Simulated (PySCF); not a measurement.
**How the numerical set-up moves the result for H2O3Sn**

The method stays; parts of the set-up, such as the basis or the Hamiltonian, are changed.

The runs use PySCF 2.14.0; each script names its method and basis.

### 1 Starting geometry

H2O3Sn: 6 atoms, charge 0, spin multiplicity 1.

Bond lengths: Sn1–O2 1.838 Å, Sn1–O3 1.960 Å, Sn1–O4 1.974 Å, O3–H5 0.968 Å, O4–H6 0.966 Å. Angles: O2–Sn1–O3 132.6°, O2–Sn1–O4 130.0°, O3–Sn1–O4 97.3°, Sn1–O3–H5 109.1°, Sn1–O4–H6 112.1°.

### 2 The base run

The input, input.py:

```python
from pyscf import gto, scf, mcscf

mol = gto.M(
    atom='Sn 0.0766 -0.0006 -0.0488; O 1.4353 0.0386 -1.286; O 0.0569 -0.2588 1.8939; O -1.8706 0.2135 -0.2949; H -0.8571 -0.216 2.2096; H -2.1057 0.3593 -1.2206',
    basis='crenbl',
    ecp={'Sn': 'crenbl', 'O': 'crenbl'},
    charge=0,
    spin=0,
    symmetry=True,
    verbose=4,
)
mf = scf.RHF(mol)
mf.kernel()
mc = mcscf.CASCI(mf, 6, 4)
mc.kernel()
mc.analyze()
mf.dip_moment()
print('orbital energies (hartree):', mf.mo_energy[..., max(0, mol.nelec[1]-3):mol.nelec[0]+3].round(4))
```

Launch:

```
$ OMP_NUM_THREADS=1 python input.py
```

### 3 Lanl2dz

Edit 1 changes basis set: crenbl → lanl2dz. The core potential changes with it: totals don't compare.

Edit input.py of step 2 so:

```diff
@@ -4,4 +4,4 @@
     atom='Sn 0.0766 -0.0006 -0.0488; O 1.4353 0.0386 -1.286; O 0.0569 -0.2588 1.8939; O -1.8706 0.2135 -0.2949; H -0.8571 -0.216 2.2096; H -2.1057 0.3593 -1.2206',
-    basis='crenbl',
-    ecp={'Sn': 'crenbl', 'O': 'crenbl'},
+    basis='lanl2dz',
+    ecp={'Sn': 'lanl2dz'},
     charge=0,
```

### 4 Core potential off

Edit 2 changes core potential: on → off. The core potential changes with it: totals don't compare.

Edit input.py of step 2 so:

```diff
@@ -5,3 +5,2 @@
     basis='crenbl',
-    ecp={'Sn': 'crenbl', 'O': 'crenbl'},
     charge=0,
```

**Question.** What will these runs give? Wanted: for each run, E(SCF); from base; gap; SCF dipole; after the SCF.

As calculated:

```csv
run,E(SCF) (hartree),from base (eV),cycles,gap (eV),SCF dipole (D),functions,after the SCF
base,-116.236329,0,12,12.99,3.76,88,CASCI correlation -0.207 eV
lanl2dz,-228.948081,not comparable,13,13.03,3.74,39,CASCI correlation -0.306 eV
core potential off (poor choice),-1453.836739,not comparable,16,9.75,4.22,88,CASCI correlation -0.234 eV
```

In words: Rows marked «poor choice» come from settings spoiled on purpose.
